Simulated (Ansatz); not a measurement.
The system is MnSb4.

```
Sb Mn
1.0
     3.08050    0.00000    0.00000
     0.00000    3.08050    0.00000
     0.00000    0.00000   14.99420
Sb Mn
4 1
Direct
  0.00000 0.00000 0.81968
  0.00000 0.00000 0.60055
  0.00000 0.00000 0.39945
  0.00000 0.00000 0.18032
  0.00000 0.00000 0.00000
```

The cell comes from a database or a generator and needn't be the stable form of this composition.

Base run:

* Program: Ansatz 0.2.0
* Functional: LDA
* Potentials or basis: Ansatz PAW
* Cutoff: 420 eV
* Density cutoff: 1680 eV
* k mesh: 9 × 9 × 2
* Occupations: fermi-dirac, width 0.05 eV
* Spin: collinear spin, ferromagnetic start
* Starting moments: [0.0, 0.0, 0.0, 0.0, 4.0] μB
* Hubbard terms: Mn d U = 3 eV

Its results: band gap on the k mesh none (metal or under the smearing width); pressure -2.9 GPa; net moment 4.41 μB per cell; site moments Sb -0.03, +0.01; Mn +4.16 μB; largest force 0.217 eV/Å.

Question: After a change of settings the same cell gave: band gap on the k mesh none (metal or under the smearing width); pressure -2.0 GPa; net moment 4.74 μB per cell; site moments Sb -0.02, +0.01; Mn +4.40 μB; largest force 0.490 eV/Å. Which change was it?
A. hubbard terms from Mn d U = 3 eV to Mn d U = 5 eV
B. functional from LDA to PBE; hubbard terms from Mn d U = 3 eV to none; hubbard projectors from ortho-atomic (the default) to none
C. hubbard terms from Mn d U = 3 eV to Mn d U = 8 eV
D. hubbard terms from Mn d U = 3 eV to none; hubbard projectors from ortho-atomic (the default) to none

Answer: A.

Caveats: the magnetic or orbital state may not be the lowest; a cell with one magnetic atom can't hold antiferromagnetic order, which such compounds often take; the PAW data sets come from PBE, with cores solved anew for the run's functional, which leaves a small shift of forces and pressure; the U is typed as a test and isn't derived for this compound; the density of states is complete only up to the lowest level of the last band computed.

Not every run made on this cell is shown here.
